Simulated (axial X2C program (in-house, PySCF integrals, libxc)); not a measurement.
# SCuS²⁺: bond lengths and stretches, held linear

How do method and spin–orbit coupling move the bonds and stretches of SCuS²⁺, held linear?

Computed with an in-house X2C program for linear molecules on PySCF integrals. Level: all-electron X2C, two-component (2c) or spin-free, S dyall-av3z, Cu dyall-v3z.

All values are calculated.

2 further runs of the same task are left out: 2 set aside as unsound or not needed.

## 1. The job

task.json

```json
{"zs": [16, 29, 16], "q": 2, "bas": ["dyall-av3z", "dyall-v3z", "dyall-av3z"], "r0": [2.09, 2.09], "symm": 1, "scan": ["PBE0", "HF", "B3LYP"], "levels": ["PBE0", "HF", "BHandHLYP"], "nst": 2}
```

Keys: zs atomic numbers; q charge; bas basis sets; r0 starting distance in Å; symm equal bonds; scan levels of the two-bond scan (MP2 follows by itself at each HF point); levels methods; nst determinants followed.

Command:

```console
python solin.py task.json out
```

Masses S 31.972, Cu 62.930, S 31.972 u.

## 2. Scan at PBE0, 2c

State: Ω = 5/2 (beyond evenly filled blocks: ω = -1/2, 2 × ω = 3/2). Energies above the lowest point, from the job's result record:

```tsv
r(S–Cu) (Å)	r(Cu–S) (Å)	E (meV)
2.2347	2.2347	30.78
2.2347	2.2920	14.64
2.2347	2.3493	21.35
2.2920	2.2347	14.64
2.2920	2.2920	0.00
2.2920	2.3493	7.92
2.2920	2.4066	33.40
2.3493	2.2347	21.35
2.3493	2.2920	7.92
2.3493	2.3493	16.80
2.4066	2.2920	33.40
2.4066	2.4066	69.88
```

A quadratic surface with cubic terms in each bond gives the minimum at 2.299 and 2.299 Å, force constants 1.07, 1.07 and coupling 0.05 mdyn/Å.

## 3. Scan at HF, 2c

State: Ω = 5/2 (beyond evenly filled blocks: ω = -1/2, 2 × ω = 3/2). Energies above the lowest point, from the job's result record:

```tsv
r(S–Cu) (Å)	r(Cu–S) (Å)	E (meV)
2.2347	2.2347	211.12
2.2347	2.2920	142.75
2.2347	2.3493	109.06
2.2920	2.2347	142.75
2.2920	2.2920	75.00
2.2920	2.3493	41.85
2.2920	2.4066	36.67
2.3493	2.2347	109.06
2.3493	2.2920	41.85
2.3493	2.3493	9.18
2.4066	2.2920	36.67
2.4066	2.4066	0.00
```

A quadratic surface with cubic terms in each bond gives the minimum at 2.388 and 2.388 Å, force constants 1.15, 1.15 and coupling 0.02 mdyn/Å.

## 4. Scan at B3LYP, 2c

State: Ω = 5/2 (beyond evenly filled blocks: ω = -1/2, 2 × ω = 3/2). Energies above the lowest point, from the job's result record:

```tsv
r(S–Cu) (Å)	r(Cu–S) (Å)	E (meV)
2.2347	2.2347	51.29
2.2347	2.2920	25.89
2.2347	2.3493	22.51
2.2920	2.2347	25.89
2.2920	2.2920	2.32
2.2920	2.3493	0.50
2.2920	2.4066	15.36
2.3493	2.2347	22.51
2.3493	2.2920	0.50
2.3493	2.3493	0.00
2.4066	2.2920	15.36
2.4066	2.4066	33.08
```

A quadratic surface with cubic terms in each bond gives the minimum at 2.324 and 2.324 Å, force constants 0.921, 0.921 and coupling 0.07 mdyn/Å.

## 5. The levels side by side

| level | r(S–Cu) (Å) | r(Cu–S) (Å) | lower stretch (cm⁻¹) | upper stretch (cm⁻¹) |
| --- | --- | --- | --- | --- |
| PBE0, 2c | 2.299 | 2.299 | 243.2 | 330.2 |
| HF, 2c | 2.388 | 2.388 | 249.2 | 346.7 |
| B3LYP, 2c | 2.324 | 2.324 | 228.9 | 302.5 |
| MP2, 2c | 2.286 | 2.286 | 266.7 | 372.8 |
| PBE0, spin-free | 2.298 | 2.298 | 243.4 | 330.4 |
| HF, spin-free | 2.385 | 2.385 | 251.0 | 348.2 |
| B3LYP, spin-free | 2.323 | 2.323 | 229.2 | 302.8 |
| MP2, spin-free | 2.283 | 2.283 | 267.6 | 372.9 |

Scans not shown above were run alike.

**Reading.** Over the levels the S–Cu bond spans 2.283 to 2.388 Å and the Cu–S bond 2.283 to 2.388 Å. At PBE0 spin–orbit coupling leaves both bonds unchanged to 0.001 Å. A spread of over 0.1 Å marks a weak, flat bond or a change of state between levels. Each state is one determinant, the lowest of a limited PBE0 search; the stretches come from a fit to few points and are good to some per cent at best. The upper stretch spreads by more than a fifth over the levels, so it depends strongly on the method. The stretches are sorted by size, and where the two bonds are alike the symmetric and antisymmetric modes can swap order between levels. MP2 freezes inner shells (threshold -2 hartree). A multiply charged ion may be only metastable. The molecule was held linear; bending was not examined, so a bent shape may lie lower. Note: several unpaired electrons, one determinant need not be a pure state.
